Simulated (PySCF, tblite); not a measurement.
# C₆H₁₀BN: geometry, infrared bands and NMR shifts

Wanted: the infrared bands and NMR shifts of C₆H₁₀BN (`N#CB1CCCCC1`), by calculation.

Computed with tblite 0.8.0 and PySCF 2.14.0, with density-fitted response routines of our own, on a single molecule in the gas phase. Atoms count from 0, in the outputs and in this text.

## (1) The molecule as given

18 atoms, charge 0, multiplicity 1; geometry from: force field or distance geometry start.

Bonds of the start (Å): N0–C1 1.17, C1–B2 1.53, B2–C3 1.61, C3–C4 1.53, C4–C5 1.54, C5–C6 1.54, C6–C7 1.55, C7–B2 1.59, C3–H8 1.10, C3–H9 1.13, C4–H10 1.12, C4–H11 1.11, C5–H12 1.10, C5–H13 1.11, C6–H14 1.11, C6–H15 1.10, C7–H16 1.11, C7–H17 1.11.

## (2) Relaxing the molecule with GFN2-xTB

What the job is given:

```
{"job": {"kind": "relax", "xc": "GFN2-xTB", "basis": "xTB"}, "charge": 0, "multiplicity": 1}
N      3.721700     1.063400     0.352100
C      2.616000     0.712800     0.475900
B      1.179600     0.229500     0.664600
C     -0.025100     1.287800     0.800200
C     -1.034200     1.096400    -0.327800
C     -1.496000    -0.366500    -0.481000
C     -0.301700    -1.294300    -0.786500
C      0.760300    -1.266900     0.336200
H      0.376400     2.314900     0.801300
H     -0.535200     1.102900     1.785900
H     -0.582100     1.438600    -1.293400
H     -1.924000     1.734400    -0.136200
H     -2.231600    -0.433700    -1.298400
H     -1.993200    -0.695500     0.452900
H     -0.680600    -2.328300    -0.897100
H      0.162400    -0.998400    -1.735300
H      1.646100    -1.853800     0.023300
H      0.332700    -1.737100     1.251700
```

Launch:

```sh
$ OMP_NUM_THREADS=1 python probes_run.py task.json out
```

The driver reads the jobs from task.json and runs them one after another.

**Question.** This job is followed by: GFN2-xTB harmonic vibrations, gas phase; GIAO PBE0/pcSseg-1 NMR shielding, non-relativistic, gas phase. What will the session give for the following? strongest single infrared mode (GFN2-xTB); zero-point energy (GFN2-xTB); 13C shifts against TMS (PBE0/pcSseg-1, means over atoms taken as alike); 1H shifts against TMS (PBE0/pcSseg-1, means over atoms taken as alike); 15N shifts against NH3 (PBE0/pcSseg-1); 11B shifts against BF3·OEt2 (PBE0/pcSseg-1).

As calculated:

```
                                                               quantity                        value
                              strongest single infrared mode (GFN2-xTB)        2982 cm⁻¹, 116 km/mol
                                           zero-point energy (GFN2-xTB)                94.4 kcal/mol
13C shifts against TMS (PBE0/pcSseg-1, means over atoms taken as alike)  131.5, 32.0, 30.7, 27.4 ppm
 1H shifts against TMS (PBE0/pcSseg-1, means over atoms taken as alike)         1.74, 1.63, 1.55 ppm
                                 15N shifts against NH3 (PBE0/pcSseg-1)                    391.6 ppm
                            11B shifts against BF3·OEt2 (PBE0/pcSseg-1)                     75.3 ppm
```

**Reading.** Relaxing lowered the energy by 0.211 eV in 65 steps; the close pair that moved most is B2–C3, from 1.609 to 1.573 Å. All 48 modes are real, so the xTB geometry is a minimum. GFN2-xTB is a fitted tight-binding method: band positions and strengths are rough. Its intensities can rank the bands wrongly. At PBE0/pcSseg-1: The largest span, 453 ppm, is at N0, where the paramagnetic term is -461 ppm.
